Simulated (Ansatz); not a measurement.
**CHGaP (quartet): wave-function methods side by side at a displaced geometry (v2), cc-pVDZ**

Aim: climb from Hartree-Fock through coupled cluster for CHGaP (quartet) at one geometry and basis, and see what each rung misses.

Method: cc-pVDZ, core rule «outside noble gas», up to 20 orbitals frozen; program: Ansatz 0.2.0, Gaussian basis.

The runs, in order: UHF; CCSD(T) on ROHF; CCSD(T) on UHF; BCCD(T) on ROHF; CISD; CCSDT(Q) on ROHF; CCSDT(Q) on UHF.

31 further runs of the same task are left out: 2 for a known fault of the program, 16 that didn't finish, 13 set aside as unsound or not needed.

## Step 1: The geometry

The geometry is a PBE0/def2-TZVP stationary point (not a proven minimum) with its atoms shifted at random (size 0.100 Å). No spin-orbit coupling is included. The filled d shell of Ga may be among the frozen orbitals whatever the setting's name suggests; the logs give the count.

4 atoms, charge 0, spin multiplicity 4.

Atoms are counted from 1 here; the program's logs count them from 0.

Bond lengths: Ga1–C2 2.003 Å, C2–P3 1.859 Å, P3–H4 1.373 Å. Angles: Ga1–C2–P3 166.6°, C2–P3–H4 95.3°.

## Step 2: UHF

File in.yaml:

```yaml
crystal:
  periodic: [false, false, false]
  atoms:
    - {symbol: Ga, position_ang: [0.064568, -0.298148, 2.491624]}
    - {symbol: C, position_ang: [-0.100305, -0.176400, 0.498711]}
    - {symbol: P, position_ang: [-0.023685, -0.430507, -1.340861]}
    - {symbol: H, position_ang: [0.059422, 0.905055, -1.649474]}
basis:
  gaussian: {orbitals: cc-pVDZ}
magnetization: {spin_polarized: true, initial_magnetization: 3}
hamiltonian: {xc: hf}
output: {orbitals: {seedname: orbitals}}
```

The run is started by

```
$ ansatz run in.yaml --threads 1 --pin off --events-out ev --progress --plain --max-ram 2393MiB
```

The runs that follow: CCSD(T) on ROHF; CCSD(T) on UHF; BCCD(T) on ROHF; CISD; CCSDT(Q) on ROHF; CCSDT(Q) on UHF.

Q: Predict the results of all the runs planned. Wanted: UCCSDT(Q) from the RHF energy; RMP2 from UCCSDT(Q); UMP2 from UCCSDT(Q); RCCSD from UCCSDT(Q); RCCSD(T) from UCCSDT(Q); UCCSD(T) from UCCSDT(Q); RCCSDT(Q) from UCCSDT(Q); T1 diagnostic.

As calculated:

| quantity | value |
| --- | --- |
| UCCSDT(Q) from the ROHF energy | -7.7968 eV |
| RMP2 from UCCSDT(Q) | +149.9 kJ/mol |
| UMP2 from UCCSDT(Q) | +153.9 kJ/mol |
| RCCSD from UCCSDT(Q) | +29.6 kJ/mol |
| RCCSD(T) from UCCSDT(Q) | +6.4 kJ/mol |
| UCCSD(T) from UCCSDT(Q) | +6.4 kJ/mol |
| RCCSDT(Q) from UCCSDT(Q) | +0.2 kJ/mol |
| levels within 1 kcal/mol (43 meV) | RCCSDT, UCCSDT, RCCSDT(Q) |
| T1 diagnostic | 0.030 |

**Reading.** RCCSD(T) lands +6.4 kJ/mol from the yardstick (0.9 % of the correlation energy). These misses are within one basis, not against nature; the frozen cores of restricted and unrestricted runs differ, which can shift their rows.
